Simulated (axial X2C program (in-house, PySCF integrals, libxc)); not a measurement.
**Ge₂⁺: EOM-IP-CCSD levels**

Aim: EOM-IP-CCSD levels of Ge₂⁺, with spin–orbit coupling in the Hamiltonian from the start.

Computed with an in-house X2C program for linear molecules on PySCF integrals. Level: two-component X2C with atomic mean-field terms, Ge dyall-cv3z.

All values are calculated.

## (1) The job

File task.json:

```json
{"zs": [32, 32], "q": 1, "bas": ["dyall-cv3z", "dyall-cv3z"], "r0": 2.42, "eom": "ip", "rq": 0, "thr": -1.0, "nmax": 95, "grid": [1, 0.96, 1.045, 0.92, 1.09, 1.15]}
```

Keys: zs atomic numbers; q charge; bas basis sets; r0 starting distance in Å; eom kind of EOM run; thr threshold in hartree for freezing inner shells (an s shell follows its p shell); nmax most natural virtual spinors; grid distances as factors.

On the command line:

```sh
python soeom.py task.json out
```

The runs that follow: EOM-IP-CCSD at 2.379 Å.

**Question.** What will these runs give? Wanted: next root led by one particle; T1 of the reference.

As calculated:

```
                     quantity                            value
       lowest root at 2.379 Å                Ω = 1/2, 7.794 eV
next root led by one particle  Ω = 1/2, about 1270 cm⁻¹ higher
          T1 of the reference                            0.016
```

**Reading.** Removing an electron from the reference determinant of Ge₂ costs 7.79 eV and empties a spinor of 86% Ge pσ, 7% Ge sσ. The closed-shell reference lies 0.47 eV above the lowest determinant found, so these energies count from an excited configuration. Errors of 0.1 to 0.3 eV are usual at this size, and roots led by higher excitations are left out, so the list is incomplete, and low states of that kind can be missing. g and u states are not told apart. T1 or the largest double amplitude of the reference is raised, which lowers the reliability.
